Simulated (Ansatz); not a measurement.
# C2H3NSi: an energy map over bond length N1–H5 and angle H5–N1–H6

A grid of calculations on C2H3NSi, SMILES NC1=[Si]=C1, to see where the energy is lowest and how it rises around there.

Computed with Ansatz 0.2.0. Level: RHF/def2-TZVP.

## Step 1: Where the work starts

SMILES `NC1=[Si]=C1`, 7 atoms, charge 0, spin multiplicity 1.

Atoms are counted from 1 here; the program's logs count them from 0.

Bond lengths: N1–C2 1.339 Å, N1–H5 1.023 Å, N1–H6 1.020 Å, C2–Si3 1.872 Å, C2–C4 1.376 Å, Si3–C4 1.821 Å, C4–H7 1.102 Å. Angles: C2–N1–H5 122.1°, C2–N1–H6 120.9°, H5–N1–H6 117.1°, N1–C2–Si3 155.4°, N1–C2–C4 138.5°, Si3–C2–C4 66.2°, C2–Si3–C4 43.7°, C2–C4–Si3 70.1°, C2–C4–H7 136.0°, Si3–C4–H7 153.9°.

Geometry (Å):

```
N    -0.5818    1.0491   -0.0709
C     0.1044   -0.0262    0.3354
Si    1.0141   -1.0970    1.5731
C     0.5896   -1.1993   -0.1949
H    -0.9026    1.1555   -1.0365
H    -0.8064    1.8027    0.5783
H     0.5826   -1.6848   -1.1844
```

This geometry comes from a loose relaxation at PBE in a small basis, which is not shown.

## Step 3: The grid

The axes are (1) bond length N1–H5: 15 values from 0.833 to 1.289 Å; (2) angle H5–N1–H6: 15 values from 92.8 to 142.8 °.

Nothing else is relaxed (all other coordinates rigid). Energies count from the relaxed molecule at the same level.

(The set-up runs are not shown.)

## Step 4: Grid point bond length N1–H5 = 0.996 Å, angle H5–N1–H6 = 117.8°

Contents of input.yaml:

```yaml
crystal:
  periodic: [false, false, false]
  atoms:
    - { symbol: "N", position_ang: [-0.573483, 1.032426, -0.073903] }
    - { symbol: C, position_ang: [0.112503, -0.030258, 0.354886] }
    - { symbol: Si, position_ang: [1.00231, -1.091155, 1.53773] }
    - { symbol: C, position_ang: [0.581376, -1.177942, -0.183203] }
    - { symbol: H, position_ang: [-0.872643, 1.111538, -1.020613] }
    - { symbol: H, position_ang: [-0.800261, 1.77002, 0.54466] }
    - { symbol: H, position_ang: [0.548911, -1.614207, -1.163458] }
basis:
  gaussian: { orbitals: def2-TZVP }
hamiltonian:
  xc: hf
output:
  forces: true
```

On the command line:

```bash
ansatz run input.yaml --threads 1 --pin off --max-ram 2560MiB --backend cpu --events-out ev --progress --plain --runs-dir out
```

Further runs follow: the other points that were computed.

What does the calculation give? Wanted: lowest point; highest computed point; dipole moment.

The runs gave:

```
               quantity                                                                                                                                                  value
           lowest point                                                                                   bond length N1–H5 = 0.996 Å, angle H5–N1–H6 = 117.8°, 0.010 kcal/mol
 highest computed point                                                                   bond length N1–H5 = 1.289 Å, angle H5–N1–H6 = 142.8°, 45.2 kcal/mol above the lowest
      dipole moment (D)  2.56 at bond length N1–H5 = 1.289 Å, angle H5–N1–H6 = 142.8° to 2.95 at bond length N1–H5 = 1.224 Å, angle H5–N1–H6 = 92.8°; 2.78 at the lowest point
time for the whole task                                                                                                                        18 min on 1 thread, shared host
```

The lowest computed point is at bond length N1–H5 = 0.996 Å, angle H5–N1–H6 = 117.8°, 0.010 kcal/mol from the relaxed molecule at the same level. The grid is coarse, so the lowest point of the scanned range may lie between grid points; coordinates that were held can hide deeper minima. No other kind of well shows on this grid. The highest computed point, bond length N1–H5 = 1.289 Å, angle H5–N1–H6 = 142.8°, lies 45.2 kcal/mol above the lowest. Round the minimum the two coordinates are nearly uncoupled.
